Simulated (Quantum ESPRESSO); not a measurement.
The system is SiC2.

```
Si C
1.0
     2.46491    0.00000    0.00000
    -1.23245    2.13467    0.00000
     0.00000    0.00000    7.12745
Si C
1 2
Direct
  0.00000 0.00000 0.00000
  0.33333 0.66667 0.50000
  0.66667 0.33333 0.50000
```

The cell was built by a generator and needn't be a form met in nature.

* Program: Quantum ESPRESSO 7.5
* Task: Wannier functions
* Functional: PBEsol
* Potentials or basis: PseudoDojo 0.4.1 SR PBEsol standard
* Cutoff: 1116 eV
* Density cutoff: 4463 eV
* k mesh: 10 × 10 × 3
* Occupations: fermi-dirac, width 0.05 eV
* Spin: no spin polarisation
* Mixing beta: 0.5
* Most SCF iterations: 120
* SCF threshold: 6e-10 Ry
* k mesh for the Wannier functions: 7 × 7 × 2

Start: SCDM with an erfc weight, μ = 2.0 eV over the reference level, σ = 3.0 eV, one function for each orbital of the shells Si sp, C sp. The reference level is the Fermi level, or the middle of the gap.

Q: With SCDM with an erfc weight, how many functions result, how localised are they, and how well do they interpolate the bands?

A: 12 functions with spreads from 0.97 to 7.27 Å², 40.5 Å² in all; they miss the direct bands by 99 meV (root mean square).

Wannier functions:
| function | nearest atom | distance (Å) | spread (Å²) | on-site energy from the reference level (eV) |
| --- | --- | --- | --- | --- |
| 1 | 2 C | 0.68 | 2.48 | -7.04 |
| 2 | 3 C | 0.54 | 7.16 | 5.38 |
| 3 | 2 C | 0.69 | 1.27 | -9.09 |
| 4 | 2 C | 0.20 | 0.97 | -0.36 |
| 5 | 1 Si | 0.85 | 2.05 | -0.62 |
| 6 | 1 Si | 0.83 | 1.76 | -1.05 |
| 7 | 1 Si | 0.96 | 3.18 | 0.49 |
| 8 | 3 C | 0.44 | 7.27 | 5.70 |
| 9 | 2 C | 0.62 | 2.46 | -6.70 |
| 10 | 3 C | 0.32 | 1.12 | -0.83 |
| 11 | 1 Si | 0.83 | 3.73 | 1.29 |
| 12 | 3 C | 0.40 | 7.03 | 4.28 |

Parts of the spread (Å²): invariant 18.62, diagonal 1.452, off-diagonal 20.42, total 40.49. Against the direct bands the interpolation misses by 99 meV (root mean square) and 518 meV at most, for states up to 1 eV over the reference level.

Caveat: the k mesh is coarse.
